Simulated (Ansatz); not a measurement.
BaTi2As2O, space group P4/mmm: a test of the smearing width, run with Ansatz 0.2.0, Python API.

Script `smear_bati2as2o.py`:
```python
import ansatz as az
from pymatgen.core import Lattice, Structure
from pymatgen.io.ase import AseAtomsAdaptor

pmg_structure = Structure(
    Lattice([(4.064971, 0.0, 0.0), (0.0, 4.064971, 0.0), (0.0, 0.0, 7.367393)]),
    ["Ba", "Ti", "Ti", "As", "As", "O"],
    [
        (0.5, 0.5, 0.5),
        (0.0, 0.5, 0.0),
        (0.5, 0.0, 0.0),
        (0.0, 0.0, 0.243005),
        (0.0, 0.0, 0.756995),
        (0.5, 0.5, 0.0),
    ],
)
crystal = az.Crystal.from_ase(AseAtomsAdaptor.get_atoms(pmg_structure))

calc = (
    crystal.calculation()
    .functional("pbesol")
    .pseudopotentials("paw")
    .basis(38 * az.Ry)
    .kpoints(5, 5, 3)
    .stress()
)

rows = []
for value in [0.5, 0.3, 0.2, 0.1]:
    report = calc.occupations("gaussian", width=value).run().report
    rows.append((value, report["free_energy_ev"] / len(report["lattice"]["sites"]), report["n_iterations"], sum(report["stress_gpa"][i][i] for i in range(3)) / 3, report["n_kpoints"]))

print("  width (eV)   F/atom (eV)    iterations       P (GPa)      k-points")
for row in rows:
    print(f"{str(row[0]):>12s}  {row[1]:12.5f}  {row[2]:12d}  {row[3]:12.3f}  {row[4]:12d}")

for row in rows[:-1]:
    shift = 1000 * (row[1] - rows[-1][1])
    print(f"{row[0]}: {shift:+.2f} meV/atom" + ("  (within 2 meV)" if abs(shift) < 2 else ""))
```

How much does the free energy per atom change between the narrowest and the widest smearing, and why?

Going from 0.1 to 0.5 eV changes F by -37.2 meV an atom. With this scheme F falls roughly as the square of the width; the report's estimate for zero width (energy_sigma0_ev) moves by only -1.7 meV. The pressure moves from -4.47 to -4.19 GPa.

The run itself:

Output of `python smear_bati2as2o.py`:
```text
  width (eV)   F/atom (eV)    iterations       P (GPa)      k-points
         0.5   -3500.80969             8        -4.187            12
         0.3   -3500.78530             8        -4.372            12
         0.2   -3500.77743             8        -4.434            12
         0.1   -3500.77249             8        -4.469            12
0.5: -37.20 meV/atom
0.3: -12.81 meV/atom
0.2: -4.93 meV/atom
```

Caveats:
- Spin is left out of this run.
- The mesh is modest for a metal, so energies can be off by several to tens of meV an atom and pressures by half a GPa or more; differences at equal mesh fare better.
- The free energy holds a sizeable smearing term, which stands for no physical temperature.
- The narrowest width needs the finest mesh, so the last row is no converged reference.
- Pressure is positive in compression.
- This cell is a computed structure, which may not be the phase found in nature.
- Timing: 44 s on 1 thread of Arm Neoverse N1, with other jobs on the host, peak memory 0.57 GiB.
